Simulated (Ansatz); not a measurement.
# Ge₂H₇ (doublet): from Hartree-Fock to the top rungs at distance Ge1–H5 along a hydrogen transfer = 1.802 Å, cc-pVDZ

An exercise on one series of results from a longer session: the logs are not shown, and one member is left open.

Program: Ansatz 0.2.0, Gaussian basis. Level of theory: cc-pVDZ, core rule «outside noble gas», up to 28 orbitals frozen. These are calculated values, not measurements.

To be run: UHF; CCSD(T) on ROHF; CCSD(T) on UHF; BCCD(T) on ROHF; CISD; CCSDT(Q) on ROHF; CCSDT(Q) on UHF; CASSCF and MRCISD+Q, 3 electrons in 3 orbitals; CASSCF and NEVPT2, 3 electrons in 3 orbitals; CASSCF and MRCISD+Q, 9 electrons in 9 orbitals; CASSCF and NEVPT2, 9 electrons in 9 orbitals.

### The system

The geometry derives from fragments relaxed apart (PBE0/def2-TZVP) and kept rigid, so it is no stationary point. A hydrogen atom is moved between rigid fragments. No spin-orbit coupling is included. The filled d shell of Ge may be among the frozen orbitals whatever the setting's name suggests; the logs give the count.

9 atoms, charge 0, spin multiplicity 2.

Atoms are counted from 1 here; the program's logs count them from 0.

Bond lengths: Ge1–H2 1.534 Å, Ge1–H3 1.534 Å, Ge1–H4 1.534 Å, Ge1–H5 1.802 Å, H5–Ge6 1.637 Å, Ge6–H7 1.539 Å, Ge6–H8 1.539 Å, Ge6–H9 1.539 Å. Angles: H2–Ge1–H3 109.5°, H2–Ge1–H4 109.5°, H2–Ge1–H5 109.5°, H3–Ge1–H4 109.5°, H3–Ge1–H5 109.5°, H4–Ge1–H5 109.5°, Ge1–H5–Ge6 180.0°, H5–Ge6–H7 107.7°, H5–Ge6–H8 107.7°, H5–Ge6–H9 107.7°, H7–Ge6–H8 111.2°, H7–Ge6–H9 111.2°, H8–Ge6–H9 111.2°.

The first run:

The input, in.yaml:

```yaml
crystal:
  periodic: [false, false, false]
  atoms:
    - {symbol: Ge, position_ang: [-1.719197, 0.000000, 0.000000]}
    - {symbol: H, position_ang: [-2.230647, 1.446599, 0.000000]}
    - {symbol: H, position_ang: [-2.230646, -0.723300, 1.252792]}
    - {symbol: H, position_ang: [-2.230647, -0.723299, -1.252791]}
    - {symbol: H, position_ang: [0.082803, 0.000000, 0.000000]}
    - {symbol: Ge, position_ang: [1.719803, 0.000000, 0.000000]}
    - {symbol: H, position_ang: [2.188472, -1.465915, 0.000000]}
    - {symbol: H, position_ang: [2.188472, 0.732958, -1.269519]}
    - {symbol: H, position_ang: [2.188472, 0.732957, 1.269519]}
basis:
  gaussian: {orbitals: cc-pVDZ}
magnetization: {spin_polarized: true, initial_magnetization: 1}
hamiltonian: {xc: hf}
output: {orbitals: {seedname: orbitals}}
```

Started as:

```sh
> ansatz run in.yaml --threads 1 --pin off --events-out ev --progress --plain --max-ram 4096MiB --backend cpu
```

Among the steps run: UHF; CCSD(T) on ROHF; CCSD(T) on UHF; BCCD(T) on ROHF; CISD; CCSDT(Q) on ROHF; CCSDT(Q) on UHF; CASSCF and MRCISD+Q, 3 electrons in 3 orbitals; CASSCF and NEVPT2, 3 electrons in 3 orbitals; CASSCF and MRCISD+Q, 9 electrons in 9 orbitals; CASSCF and NEVPT2, 9 electrons in 9 orbitals.

One of the session's tables, all rows but one given; the rest of the session is left out.

```
   method  from UCCSDT(Q) (kJ/mol)
     ROHF                   +741.1
      UHF                   +729.3
     RMP2                   +161.1
     UMP2                   +162.7
     CISD                    +93.4
    RCCSD                    +19.4
    UCCSD                    +18.9
 RCCSD(T)                     +4.1
 UCCSD(T)                        ?
  BCCD(T)                     +4.0
   RCCSDT                     +0.8
   UCCSDT                     +0.5
RCCSDT(Q)                     +0.3
UCCSDT(Q)                        0
```

Estimate the missing values for UCCSD(T).

The run gave: from UCCSDT(Q) (kJ/mol): +3.8. In the column «from UCCSDT(Q) (kJ/mol)» it lies between RCCSDT (+0.8) and BCCD(T) (+4.0).

Caveats from the session: Left out of the table: CASSCF pair, NEVPT2 pair, MRCISD pair, MRCISD+Q pair, CASSCF frontier, MRCISD frontier, MRCISD+Q frontier (the active space lost an orbital or holds another state than full CI finds). Restricted and unrestricted rows rest on different reference determinants; where their highest levels disagree by more than a few hundredths of an eV, they describe different states and don't form one ladder. Warnings in the runs' records: passed over end.
